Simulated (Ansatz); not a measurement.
# ClHSSn: ionisation energy by level of theory

An exercise on one series of results from a longer session: the logs are not shown, and one member is left open.

Program: Ansatz 0.2.0, Gaussian basis. Level of theory: unrestricted cation, the program's frozen cores in correlated methods. These are calculated values, not measurements.

Levels to be run: UKS PBE-D4/def2-TZVPP; UKS r2SCAN-D4/def2-TZVPP; UKS PBE0-D4/def2-TZVPP; UKS B3LYP-D4/def2-TZVPP; UKS wB97X-V/def2-TZVPP; UKS wB97M-V/def2-TZVPP; UKS B2PLYP/def2-TZVPP; UHF-CCSD(T)/def2-TZVPP; UHF-MP2/def2-QZVPP; extrapolation to the limit; then −ε(HOMO) from the neutral's earlier runs with LDA (SPW92), PBE-D4, revPBE-D4, BLYP-D4, r2SCAN-D4, B97M-V, PBE0-D4, B3LYP-D4, r2SCANh-D4, r2SCAN0-D4, HSE06-D4, BHLYP-D4, CAM-B3LYP-D4, LC-ωPBE, ωB97X-V, ωB97M-V.

### The geometry

All runs share one geometry, relaxed beforehand with PBE0-D4 in a triple-zeta def2 set. Sn takes the def2 core potential; no spin-orbit term is included.

SMILES `[SH][Sn][Cl]`, 4 atoms, charge 0, spin multiplicity 1.

Atoms are counted from 1 here; the program's logs count them from 0.

Bond lengths: S1–Sn2 2.427 Å, S1–H4 1.344 Å, Sn2–Cl3 2.379 Å. Angles: Sn2–S1–H4 93.1°, S1–Sn2–Cl3 96.5°.

As a file:

```mol
ClHSSn
  3D, bonds by distance, orders not assigned

  4  3  0  0  0  0  0  0  0  0999 V2000
    0.1857    1.4885   -0.4097 S   0  0
   -1.3957   -0.3517   -0.3418 Sn  0  0
    0.0888   -1.9503    0.6078 Cl  0  0
    1.1767    0.7533    0.1234 H   0  0
  1  2  8  0
  2  3  8  0
  1  4  8  0
M  END
```

The first run:

Input file in.yaml:

```yaml
crystal:
  periodic: [false, false, false]
  atoms:
    - {symbol: S, position_ang: [0.185657, 1.488532, -0.409673]}
    - {symbol: Sn, position_ang: [-1.395689, -0.351698, -0.341832]}
    - {symbol: Cl, position_ang: [0.088794, -1.950306, 0.607845]}
    - {symbol: H, position_ang: [1.176738, 0.753271, 0.123361]}
basis:
  gaussian: {orbitals: def2-TZVPP}
total_charge: 1
magnetization: {spin_polarized: true, initial_magnetization: 1}
hamiltonian: {xc: pbe, dispersion: d4}
```

Among the steps run: Cation, UKS PBE-D4/def2-TZVPP; Cation, UKS r2SCAN-D4/def2-TZVPP; Cation, UKS PBE0-D4/def2-TZVPP; Cation, UKS B3LYP-D4/def2-TZVPP; Cation, UKS wB97X-V/def2-TZVPP; Cation, UKS wB97M-V/def2-TZVPP; Cation, UKS B2PLYP (frozen core)/def2-TZVPP; Cation, UHF-CCSD(T)/def2-TZVPP; Cation, UHF-MP2/def2-QZVPP.

One table of the session follows, with a row left open; its other results are not shown here.

It belongs to the step «Ionisation energies side by side». For comparison, −ε(HOMO) of the neutral from earlier runs:

| functional | −ε(HOMO) (eV) |
| --- | --- |
| LDA (SPW92) | 6.63 |
| PBE-D4 | 6.45 |
| revPBE-D4 | 6.39 |
| BLYP-D4 | 6.29 |
| r2SCAN-D4 | 6.73 |
| B97M-V | 6.63 |
| PBE0-D4 | 7.48 |
| B3LYP-D4 | ? |
| r2SCANh-D4 | 7.11 |
| r2SCAN0-D4 | 7.67 |
| HSE06-D4 | 7.09 |
| BHLYP-D4 | 8.36 |
| CAM-B3LYP-D4 | 8.68 |
| LC-ωPBE | 9.90 |
| ωB97X-V | 9.59 |
| ωB97M-V | 9.47 |

**Question.** Estimate the row for B3LYP-D4.

Worked estimate for «−ε(HOMO) (eV)». Against the share of exact exchange, BLYP-D4 (0, 6.29), BHLYP-D4 (0.5, 8.36) give a slope of 4.14 per unit share; at 0.2 the line stands at 7.12.

As computed: −ε(HOMO) (eV): 7.29. In «−ε(HOMO) (eV)» the line misses by -0.17.

Caveats from the session: The cation may have settled in a state other than its lowest; no search over hole states beyond the program's own was made.
